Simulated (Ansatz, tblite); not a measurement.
# C30H20N6S2: a ladder of methods and basis sets

Aim: run the singlet of C30H20N6S2 at one geometry on many levels, and compare frontier levels, spin and run time.

Program: Ansatz 0.2.0, Gaussian basis. Level of theory: as each input shows. These are calculated values, not measurements.

Plan: GFN1-xTB, GFN2-xTB, PBE-D4/def2-SVP, r2SCAN-D4/def2-SVP.

1 further run of the same task is left out (set aside as unsound or not needed). Runs told in other sessions of the task aren't counted.

## 1. The geometry

The singlet was relaxed beforehand with PBE-D4/def2-SVP.

SMILES `Sc1ccc(-c2ccc(-c3ccc(-c4ccc(-c5ccc(-c6ccc(S)nc6)nc5)nc4)nc3)nc2)nc1`, 58 atoms, charge 0, spin multiplicity 1.

Bond lengths: S1–C2 1.768 Å, S1–H39 1.361 Å, C2–C3 1.409 Å, C2–C38 1.417 Å, C3–C4 1.396 Å, C3–H40 1.101 Å, C4–C5 1.414 Å, C4–H41 1.099 Å, C5–C6 1.480 Å, C5–N37 1.353 Å, C6–C7 1.412 Å, C6–C36 1.415 Å, C7–C8 1.393 Å, C7–H42 1.099 Å, C8–C9 1.415 Å, C8–H43 1.099 Å, C9–C10 1.480 Å, C9–N35 1.353 Å and more. Angles: C2–S1–H39 96.3°, S1–C2–C3 124.7°, S1–C2–C38 118.3°, C3–C2–C38 117.0°, C2–C3–C4 119.3°, C2–C3–H40 120.7°, C4–C3–H40 120.0°, C3–C4–C5 119.8°, C3–C4–H41 119.2°, C5–C4–H41 121.1°, C4–C5–C6 122.9°, C4–C5–N37 120.6°, C6–C5–N37 116.5°, C5–C6–C7 120.3°, C5–C6–C36 123.6°, C7–C6–C36 116.1°, C6–C7–C8 119.9°, C6–C7–H42 118.2° and more.

PBE0-D4/def2-SVP was run before; its log isn't repeated, and its numbers join the tables.

## 2. GFN1-xTB

Tight binding, by tblite at 300 K electronic temperature and without a spin-polarisation term:

```python
tblite.interface.Calculator('GFN1-xTB', numbers, positions, charge=0, uhf=0).singlepoint()
```

Energy -2739.1590 eV, HOMO -10.92 eV, LUMO -8.86 eV; 0.2 s.

## 3. GFN2-xTB

Tight binding, by tblite at 300 K electronic temperature and without a spin-polarisation term:

```python
tblite.interface.Calculator('GFN2-xTB', numbers, positions, charge=0, uhf=0).singlepoint()
```

Energy -2678.5792 eV, HOMO -10.00 eV, LUMO -8.21 eV; 0.2 s.

## 4. PBE-D4/def2-SVP

start.molden holds the orbitals of an earlier run on this state, given as this run's starting guess.

in.yaml reads:

```yaml
crystal:
  periodic: [false, false, false]
  atoms:
    - {symbol: S, position_ang: [13.665659, 0.191580, 0.818803]}
    - {symbol: C, position_ang: [11.927092, 0.205673, 0.500118]}
    - {symbol: C, position_ang: [11.341573, 0.536555, -0.737736]}
    - {symbol: C, position_ang: [9.951295, 0.512306, -0.863350]}
    - {symbol: C, position_ang: [9.152520, 0.158106, 0.248002]}
    - {symbol: C, position_ang: [7.673692, 0.113872, 0.194505]}
    - {symbol: C, position_ang: [6.930776, -0.270789, 1.331749]}
    - {symbol: C, position_ang: [5.539304, -0.303961, 1.274350]}
    - {symbol: C, position_ang: [4.883939, 0.051591, 0.071719]}
    - {symbol: C, position_ang: [3.410331, 0.050860, -0.070125]}
    - {symbol: C, position_ang: [2.812733, 0.407538, -1.298717]}
    - {symbol: C, position_ang: [1.425157, 0.412792, -1.420009]}
    - {symbol: C, position_ang: [0.627701, 0.062073, -0.304398]}
    - {symbol: C, position_ang: [-0.851208, 0.054540, -0.351357]}
    - {symbol: C, position_ang: [-1.603005, 0.498319, -1.459470]}
    - {symbol: C, position_ang: [-2.996812, 0.458919, -1.415372]}
    - {symbol: C, position_ang: [-3.641839, -0.026130, -0.253849]}
    - {symbol: C, position_ang: [-5.114574, -0.095009, -0.125253]}
    - {symbol: C, position_ang: [-5.701159, -0.658521, 1.029217]}
    - {symbol: C, position_ang: [-7.087725, -0.720233, 1.143282]}
    - {symbol: C, position_ang: [-7.896740, -0.215717, 0.096615]}
    - {symbol: C, position_ang: [-9.375298, -0.249461, 0.143133]}
    - {symbol: C, position_ang: [-10.113041, -0.845446, 1.192182]}
    - {symbol: C, position_ang: [-11.506096, -0.832995, 1.161672]}
    - {symbol: C, position_ang: [-12.143258, -0.212736, 0.061577]}
    - {symbol: S, position_ang: [-13.915359, -0.181762, 0.000208]}
    - {symbol: N, position_ang: [-11.466557, 0.358496, -0.947155]}
    - {symbol: C, position_ang: [-10.129667, 0.335904, -0.901540]}
    - {symbol: N, position_ang: [-7.338223, 0.332410, -1.007685]}
    - {symbol: C, position_ang: [-6.011165, 0.387764, -1.107858]}
    - {symbol: N, position_ang: [-2.924999, -0.457900, 0.811104]}
    - {symbol: C, position_ang: [-1.595070, -0.416132, 0.760277]}
    - {symbol: N, position_ang: [1.196397, -0.288805, 0.872481]}
    - {symbol: C, position_ang: [2.524073, -0.292964, 0.978634]}
    - {symbol: N, position_ang: [5.591942, 0.418109, -1.021376]}
    - {symbol: C, position_ang: [6.922353, 0.445847, -0.957548]}
    - {symbol: N, position_ang: [9.723605, -0.161349, 1.432409]}
    - {symbol: C, position_ang: [11.047231, -0.139426, 1.555503]}
    - {symbol: H, position_ang: [14.049093, 0.574542, -0.430098]}
    - {symbol: H, position_ang: [11.967660, 0.811640, -1.600654]}
    - {symbol: H, position_ang: [9.496251, 0.769120, -1.829993]}
    - {symbol: H, position_ang: [7.480632, -0.536749, 2.245902]}
    - {symbol: H, position_ang: [4.966774, -0.604407, 2.162808]}
    - {symbol: H, position_ang: [3.472593, 0.673666, -2.137008]}
    - {symbol: H, position_ang: [0.964966, 0.683584, -2.380827]}
    - {symbol: H, position_ang: [-1.106836, 0.883613, -2.362665]}
    - {symbol: H, position_ang: [-3.577110, 0.803830, -2.282430]}
    - {symbol: H, position_ang: [-5.032686, -1.033862, 1.817438]}
    - {symbol: H, position_ang: [-7.538119, -1.155869, 2.046200]}
    - {symbol: H, position_ang: [-9.603554, -1.329140, 2.038991]}
    - {symbol: H, position_ang: [-12.093696, -1.294705, 1.969002]}
    - {symbol: H, position_ang: [-13.935295, 0.482257, -1.190620]}
    - {symbol: H, position_ang: [-9.586278, 0.805534, -1.738371]}
    - {symbol: H, position_ang: [-5.628019, 0.854507, -2.032876]}
    - {symbol: H, position_ang: [-1.038433, -0.771656, 1.643405]}
    - {symbol: H, position_ang: [2.916365, -0.588140, 1.968087]}
    - {symbol: H, position_ang: [7.431792, 0.757224, -1.887041]}
    - {symbol: H, position_ang: [11.458292, -0.408902, 2.546039]}
basis:
  gaussian: {orbitals: def2-SVP, fitting: {mean_field: def2-universal-jkfit}, initial_orbitals: start.molden}
hamiltonian: {xc: pbe, dispersion: d4}
scf: {omitted_lower_state_checks: [starts]}
output: {orbitals: {seedname: orbitals}}
```

On the command line:

```bash
ansatz run in.yaml --threads 2 --pin off --events-out ev --progress --plain --max-ram 32768MiB --backend cuda --devices 0, --max-vram 18GiB
```

The runs that follow: r2SCAN-D4/def2-SVP.

**Question.** What will the summary of the whole plan be? Wanted: gap in def2-SVP, named functionals, smallest and largest; binding an atom, functionals in def2-SVP.

The runs gave:

| quantity | value |
| --- | --- |
| gap in def2-SVP, named functionals, smallest and largest | 2.10 eV (PBE-D4), 3.57 eV (PBE0-D4) |
| binding an atom, functionals in def2-SVP | 5.34 (r2SCAN-D4) to 5.58 eV (PBE-D4) |

In words: Over the named functionals in def2-SVP the gap runs from 2.10 eV (PBE-D4) to 3.57 eV (PBE0-D4); exact exchange widens it.
